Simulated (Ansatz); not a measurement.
The system is HfGe.

```
Hf Ge
1.0
     3.21967    0.00000    0.00000
     0.00000    3.21967    0.00000
     0.00000    0.00000    4.10843
Hf Ge
1 1
Direct
  0.50000 0.50000 0.00000
  0.00000 0.00000 0.00000
```

The cell was built by a generator and needn't be a form met in nature.

Program: Ansatz 0.2.0. Alike in all runs: task single point; potentials or basis Ansatz PAW; cell as given; cutoff (eV) 420; smearing fermi-dirac 0.05 eV; the mesh is coarse, so values aren't converged. Hardware: 1 × NVIDIA H100 80GB HBM3 with 2 threads of AMD EPYC 7R13 Processor (Zen 3), on a shared host.

Order these runs on this cell by their wall time, lowest first.
A. level B3LYP; spin off; k mesh 4 × 4 × 4
B. level HSE06; spin SOC, no magnetisation; k mesh 4 × 4 × 3
C. level HF; spin off; k mesh 4 × 4 × 4

C (13 s), A (31 s), B (74 s).

Caveats: all runs use coarse meshes; the cell as given lies far from equilibrium (some runs).
